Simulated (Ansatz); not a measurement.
# Pt: the cost of one run

Method: DFT PBEsol, scalar-relativistic, plane waves, PAW, in Ansatz 0.2.0.

That is the level of the relaxation; later steps name their own.

1 further run of the same task is left out (set aside as unsound or not needed).

**1. The starting structure**

It takes space group Fm-3m (No. 225, cubic). Conventional cell: a = 3.918 Å, b = 3.918 Å, c = 3.918 Å, α = 90.00°, β = 90.00°, γ = 90.00°. Pt (site symmetry m-3m) has 12 Pt at 2.77 Å as nearest neighbours.

Coordinates:

```cif
data_structure
_symmetry_space_group_name_H-M 'P 1'
_symmetry_Int_Tables_number 1
_cell_length_a 2.7705
_cell_length_b 2.7705
_cell_length_c 2.7705
_cell_angle_alpha 60.000
_cell_angle_beta 60.000
_cell_angle_gamma 60.000
_cell_volume 15.04
loop_
_atom_site_label
_atom_site_type_symbol
_atom_site_fract_x
_atom_site_fract_y
_atom_site_fract_z
_atom_site_occupancy
Pt1 Pt 0.00000 0.00000 0.00000 1
```

It is the result of an earlier relaxation at this level (volume 15.04 Å³/atom; gap on the mesh: none (metal)).

**2. Levels with PBEsol**

Input file input.yaml:

```yaml
crystal:
  lattice:
    - [0.0, 1.9590400305, 1.9590400305]
    - [1.9590400305, 0.0, 1.9590400305]
    - [1.9590400305, 1.9590400305, 0.0]
  atoms:
    - { symbol: Pt, position: [0.0, 0.0, 0.0] }
basis:
  ecutwfc: 420
kpoints:
  mp_grid: { grid: [18, 18, 18] }
  band_path:
    path:
      - [0.0, 0.0, 0.0]
      - [0.5, 0.0, 0.5]
      - [0.625, 0.25, 0.625]
      - [0.375, 0.375, 0.75]
      - [0.5, 0.5, 0.5]
      - [0.5, 0.25, 0.75]
      - [0.22222222, -0.5, -0.27777778]
      - [0.0, 0.0, 0.16666667]
    npoints: 1
hamiltonian:
  xc: pbesol
scf:
  occupations: { method: gaussian, width: 0.1 }
  n_extra_bands: 4
output:
  forces: true
  stress: true
  eigenvalues: true
  write_density: true
  write_potential: true
  elf: true
  volumetric_format: npy
```

Command:

```
> ansatz run input.yaml --threads 1 --pin off --max-ram 2560MiB --backend cpu --events-out ev --progress --plain --runs-dir out
```

What time and memory should one allow on 1 thread of Arm Neoverse V1, shared host?

About 3.1 s, with a peak of 0.29 GiB.
